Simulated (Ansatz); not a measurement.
# Ta: freezing in a mode

Aim: for Ta, trace the energy along mode 6.

Method: DFT PBEsol, scalar-relativistic, plane waves, PAW, in Ansatz 0.2.0.

## Step 1: The structure to begin with

It takes space group Im-3m (No. 229, cubic). Conventional cell: a = 3.303 Å, b = 3.303 Å, c = 3.303 Å, α = 90.00°, β = 90.00°, γ = 90.00°. Around Ta (site symmetry m-3m) lie 8 Ta at 2.86 Å.

Coordinates:

```
Ta
1.0
    -1.65128    1.65128    1.65128
     1.65128   -1.65128    1.65128
     3.30256    3.30256    0.00000
Ta
2
Direct
  0.00000 0.00000 0.00000
  0.50000 0.50000 0.50000
```

No relaxation comes first: the listed cell is the starting point.

## Step 2: Zero of energy

The cell is repeated 2 times, 2 atoms in all. Reference values: F = -19613.0047 eV; pressure -3.90 GPa; largest force 0.000 eV/Å; gap on the mesh none (metal). It was computed beforehand with the settings of the runs below.

## Step 3: Setting up freezing in a mode

Mode 6 of the phonon run on this cell, counted from the lowest, is frozen in: each atom moves by x times its row below, so x is the largest displacement.

```
atom     ux     uy      uz
 Ta1  0.000  0.000   1.000
 Ta2  0.000  0.000  -1.000
```

## Step 4: x = -0.200 Å

File input.yaml:

```yaml
crystal:
  lattice:
    - [-1.65128, 1.65128, 1.65128]
    - [1.65128, -1.65128, 1.65128]
    - [3.30256, 3.30256, 0.0]
  atoms:
    - { symbol: Ta, position: [-0.0605590814, -0.0605590814, 0.0] }
    - { symbol: Ta, position: [0.5605590814, 0.5605590814, 0.5] }
basis:
  ecutwfc: 420
kpoints:
  mp_grid: { grid: [18, 18, 10] }
hamiltonian:
  xc: pbesol
scf:
  occupations: { method: gaussian, width: 0.15 }
output:
  forces: true
  stress: true
  eigenvalues: true
```

Run with:

```console
$ ansatz run input.yaml --threads 2 --pin off --max-ram 5120MiB --backend cpu --events-out ev --progress --plain --runs-dir out
```

## Step 5: At x = 0.150 Å

Edit input.yaml of step 4 so:

```diff
@@ -6,4 +6,4 @@
   atoms:
-    - { symbol: Ta, position: [-0.0605590814, -0.0605590814, 0.0] }
-    - { symbol: Ta, position: [0.5605590814, 0.5605590814, 0.5] }
+    - { symbol: Ta, position: [0.0454193111, 0.0454193111, 0.0] }
+    - { symbol: Ta, position: [0.4545806889, 0.4545806889, 0.5] }
 basis:
```

## Step 6: Point x = -0.100 Å

Edit input.yaml of step 5 so:

```diff
@@ -6,4 +6,4 @@
   atoms:
-    - { symbol: Ta, position: [0.0454193111, 0.0454193111, 0.0] }
-    - { symbol: Ta, position: [0.4545806889, 0.4545806889, 0.5] }
+    - { symbol: Ta, position: [-0.0302795407, -0.0302795407, 0.0] }
+    - { symbol: Ta, position: [0.5302795407, 0.5302795407, 0.5] }
 basis:
```

## Step 7: At x = 0.050 Å

Edit input.yaml of step 6 so:

```diff
@@ -6,4 +6,4 @@
   atoms:
-    - { symbol: Ta, position: [-0.0302795407, -0.0302795407, 0.0] }
-    - { symbol: Ta, position: [0.5302795407, 0.5302795407, 0.5] }
+    - { symbol: Ta, position: [0.0151397704, 0.0151397704, 0.0] }
+    - { symbol: Ta, position: [0.4848602296, 0.4848602296, 0.5] }
 basis:
```

## Step 8: At x = 0.175 Å

Edit input.yaml of step 7 so:

```diff
@@ -6,4 +6,4 @@
   atoms:
-    - { symbol: Ta, position: [0.0151397704, 0.0151397704, 0.0] }
-    - { symbol: Ta, position: [0.4848602296, 0.4848602296, 0.5] }
+    - { symbol: Ta, position: [0.0529891963, 0.0529891963, 0.0] }
+    - { symbol: Ta, position: [0.4470108037, 0.4470108037, 0.5] }
 basis:
```

## Step 9: At x = 0.125 Å

Edit input.yaml of step 8 so:

```diff
@@ -6,4 +6,4 @@
   atoms:
-    - { symbol: Ta, position: [0.0529891963, 0.0529891963, 0.0] }
-    - { symbol: Ta, position: [0.4470108037, 0.4470108037, 0.5] }
+    - { symbol: Ta, position: [0.0378494259, 0.0378494259, 0.0] }
+    - { symbol: Ta, position: [0.4621505741, 0.4621505741, 0.5] }
 basis:
```

## Step 10: Point x = 0.075 Å

Edit input.yaml of step 9 so:

```diff
@@ -6,4 +6,4 @@
   atoms:
-    - { symbol: Ta, position: [0.0378494259, 0.0378494259, 0.0] }
-    - { symbol: Ta, position: [0.4621505741, 0.4621505741, 0.5] }
+    - { symbol: Ta, position: [0.0227096555, 0.0227096555, 0.0] }
+    - { symbol: Ta, position: [0.4772903445, 0.4772903445, 0.5] }
 basis:
```

## Step 11: x = 0.025 Å

Edit input.yaml of step 10 so:

```diff
@@ -6,4 +6,4 @@
   atoms:
-    - { symbol: Ta, position: [0.0227096555, 0.0227096555, 0.0] }
-    - { symbol: Ta, position: [0.4772903445, 0.4772903445, 0.5] }
+    - { symbol: Ta, position: [0.0075698852, 0.0075698852, 0.0] }
+    - { symbol: Ta, position: [0.4924301148, 0.4924301148, 0.5] }
 basis:
```

(Steps that only read results are left out.)

Before running it: what results should come out? Wanted: harmonic wavenumber of the mode.

The runs gave:

```
                                          quantity     value
                   harmonic wavenumber of the mode  143 cm⁻¹
the same from the force at an amplitude of 0.025 Å  143 cm⁻¹
```

In words: The force at the smallest amplitude gives 143 cm⁻¹ against 143 cm⁻¹ from the phonon run, so the curve is close to a parabola there. No sampled point lies below the undisturbed cell. The runs treat Ta without spin-orbit coupling.
